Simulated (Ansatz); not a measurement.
# UHF/def2-SVPD (core potential) run of C2H6In (SMILES C[In]C)

Aim: the electronic atomisation energy of C2H6In at UHF/def2-SVPD (core potential), from 4 runs. 

The results are computed with Ansatz 0.2.0.

33 further runs of the same task are left out: 33 set aside as unsound or not needed.

**1. The structure to begin with**

The species is C2H6In (9 atoms), meant as a doublet with charge 0. SMILES: `C[In]C`. Geometry: relaxed at PBE0-D4/def2-TZVP.

Bond lengths: C1–In2 2.198 Å, In2–C3 2.198 Å, C1–H4 1.093 Å, C1–H5 1.089 Å, C1–H6 1.093 Å, C3–H7 1.093 Å, C3–H8 1.089 Å, C3–H9 1.093 Å. Some angles: C1–In2–C3 117.7°, In2–C1–H4 108.5°, In2–C1–H5 112.1°, In2–C1–H6 108.5°, In2–C3–H7 108.5°, In2–C3–H8 112.1°, In2–C3–H9 108.5°, H4–C1–H5 109.5°, H4–C1–H6 108.7°, H5–C1–H6 109.5°.

**2. A single-point energy at UHF/def2-SVPD (core potential)**

molecule.yaml

```yaml
crystal:
  periodic: [false, false, false]
  atoms:
    - {symbol: C, position_ang: [0.456290, 1.815870, 0.183390]}
    - {symbol: In, position_ang: [0.277560, 0.050300, -1.113490]}
    - {symbol: C, position_ang: [-0.450470, -1.814830, -0.206650]}
    - {symbol: H, position_ang: [-0.527030, 2.036110, 0.607180]}
    - {symbol: H, position_ang: [0.821920, 2.686500, -0.358540]}
    - {symbol: H, position_ang: [1.143860, 1.578810, 0.999510]}
    - {symbol: H, position_ang: [-1.445190, -1.633350, 0.208840]}
    - {symbol: H, position_ang: [-0.500920, -2.628420, -0.928380]}
    - {symbol: H, position_ang: [0.223960, -2.091000, 0.608130]}
basis:
  gaussian:
    orbitals: def2-SVPD
magnetization:
  spin_polarized: true
  initial_magnetization: 1
hamiltonian:
  xc: hf
accuracy: high
output: {orbitals: {seedname: orbitals}}
```

On the command line:

```
ansatz run molecule.yaml --threads 1 --pin off --max-ram 3480MiB --events-out events.jsonl --progress --plain --runs-dir runs
```

The program printed:

```text
Warning: RAYON_NUM_THREADS=1 ignored (pool sized by the plan → 1); use --threads N
Functional definition: HF
  name "HF"
  exchange = exact_x
  correlation = 0
2623 factors; integrals over basis functions are off by at most 2.6e-9 eV
mean field evaluation 1: about -7298.4693 eV, gradient 2.3e1 eV
mean field evaluation 2: about -7298.5238 eV, gradient 2.3e1 eV
mean field evaluation 4: about -7301.8378 eV, gradient 2.3e0 eV
mean field evaluation 8: about -7301.9494 eV, gradient 2.7e-1 eV
mean field -7301.95285906 eV, -268.3418181290 hartree, gradient 7.8e-8 eV, S^2 0.760424; 0 other end points of the search recorded, 0 dependent functions left out
reference -7301.95285906 eV, -268.3418181290 hartree; 20, 19 occupied and 100, 101 virtual orbitals, 2623 factors
Total energy: -7301.95285906 eV, -268.3418181290 hartree
```

Wall time 8.4 s (1 thread of Arm Neoverse V1, shared host); peak memory 0.47 GiB.

**3. The C atom, same level**

input.yaml

```yaml
crystal:
  periodic: [false, false, false]
  atoms:
    - {symbol: C, position_ang: [0.000000, 0.000000, 0.000000]}
basis:
  gaussian:
    orbitals: def2-SVPD
magnetization:
  spin_polarized: true
  initial_magnetization: 2
hamiltonian:
  xc: hf
accuracy: high
```

Run the same way, it converges to -37.64626 Eh (log not shown).

**4. The H atom at the same level**

run.yaml

```yaml
crystal:
  periodic: [false, false, false]
  atoms:
    - symbol: H
      position_ang: [0.000000, 0.000000, 0.000000]
basis:
  gaussian:
    orbitals: def2-SVPD
magnetization:
  spin_polarized: true
  initial_magnetization: 1
hamiltonian:
  xc: hf
accuracy: high
```

Run the same way, it converges to -0.49928 Eh (log not shown).

**5. The In atom**

job.yaml

```yaml
crystal:
  periodic: [false, false, false]
  atoms:
    - {symbol: In, position_ang: [0.000000, 0.000000, 0.000000]}
basis:
  gaussian: {orbitals: def2-SVPD}
magnetization: {spin_polarized: true, initial_magnetization: 1}
hamiltonian: {xc: hf}
accuracy: high
```

Run the same way, it converges to -189.20680 Eh (log not shown).

**6. What came out**

Level: UHF/def2-SVPD (core potential).

```
                                    quantity          value
                      molecule: total energy  -268.34182 Eh
molecule: HOMO energy (highest over α and β)       -7.17 eV
 molecule: LUMO energy (lowest over α and β)        0.64 eV
                              molecule: ⟨S²⟩          0.760
                        C atom: total energy   -37.64626 Eh
                                C atom: ⟨S²⟩          2.010
                        H atom: total energy    -0.49928 Eh
                                H atom: ⟨S²⟩          0.750
                       In atom: total energy  -189.20680 Eh
                               In atom: ⟨S²⟩          0.762
               electronic atomisation energy      23.043 eV
```

Taking the molecule apart into free atoms costs 23.04 eV (2223 kJ/mol), before zero-point energy and without spin-orbit coupling. Hartree–Fock lacks the correlation of the bonding pairs, which as a rule makes this value much too low; in minimal bases other errors can mask that.
